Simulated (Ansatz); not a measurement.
**Calcium, bcc under PBEsol: from relaxation to bulk modulus**

The plan for calcium in the bcc structure: relax it, solve it on a dense k-mesh, then scale the cell to 7 volumes from 88 to 112 % of the relaxed one and try a fit of the equation of state. Spin polarisation is left out. The k-meshes are 10×10×10 for the relaxation; 17×17×17 for the dense run; 12×12×12 for the volumes.

This is Ca in the bcc structure; at room conditions it is fcc.

Method: DFT PBEsol, plane waves (420 eV) with PAW, scalar-relativistic; PBE-made PAW files, in Ansatz 0.2.0.

### 1 The system as given

The structure is cubic, space group Im-3m (No. 229). Conventional cell: a = 4.436 Å, b = 4.436 Å, c = 4.436 Å, α = 90.00°, β = 90.00°, γ = 90.00°. Ca (site symmetry m-3m) is surrounded by 8 Ca at 3.84 Å.

Structure file:

```cif
data_structure
_symmetry_space_group_name_H-M 'P 1'
_symmetry_Int_Tables_number 1
_cell_length_a 3.8413
_cell_length_b 3.8413
_cell_length_c 3.8413
_cell_angle_alpha 109.471
_cell_angle_beta 109.471
_cell_angle_gamma 109.471
_cell_volume 43.63
loop_
_atom_site_label
_atom_site_type_symbol
_atom_site_fract_x
_atom_site_fract_y
_atom_site_fract_z
_atom_site_occupancy
Ca1 Ca 0.00000 0.00000 0.00000 1
```

### 2 Relaxing cell and atoms

File input.yaml:

```yaml
crystal:
  lattice:
    - [-2.2177580097, 2.2177580097, 2.2177580097]
    - [2.2177580097, -2.2177580097, 2.2177580097]
    - [2.2177580097, 2.2177580097, -2.2177580097]
  atoms:
    - { symbol: Ca, position: [0.0, 0.0, 0.0] }
hamiltonian:
  xc: pbesol
  pseudopotentials:
    kind: paw
    azcp:
      Ca: "pseudopotentials/Ca.paw.azcp"
basis:
  ecutwfc: 420
  fft_grid_basis: typed
kpoints:
  mp_grid: { grid: [10, 10, 10], shift: [0, 0, 0] }
magnetization:
  spin_polarized: false
scf:
  occupations: { method: fermi_dirac, width: 0.1 }
relax:
  max_steps: 60
  f_tol: 0.01
  cell: {}
```

On the command line:

```
ansatz run input.yaml --threads 2 --pin off --max-ram 5120MiB --backend cpu --events-out ev --progress --plain --runs-dir out
```

Further steps of the session: Dense single point; Equation of state: 88 %; Equation of state: 92 %; Equation of state: 96 %; Equation of state: 100 %; Equation of state: 104 %; Equation of state: 108 %; Equation of state: 112 %.

**Question.** What will these runs give? Wanted: space group; conventional cell; volume; shortest distance; gap on the mesh; relative to fcc; V₀, B₀, B₀′.

**Answer**, as computed:

| quantity | value |
| --- | --- |
| space group (spins left aside) | Im-3m (No. 229) |
| conventional cell | a = 4.327 Å |
| volume | 40.496 Å³/atom |
| shortest distance | 3.747 Å |
| gap on the mesh | none (levels filled in part) |
| relative to fcc | +16 meV/atom |
| V₀, B₀, B₀′ | 40.402 Å³/atom, 16.9 GPa, 2.8 |

What this shows: The relaxation shrank the cell by 7.2 % in volume. Against the reference form of calcium (fcc, computed apart with the same settings) it stands 16 meV/atom higher. Levels at the Fermi energy are filled in part, as in a metal. B₀ comes out at 16.9 GPa, a soft solid. The symmetry was held, so the structure may be unstable against distortions that break it.
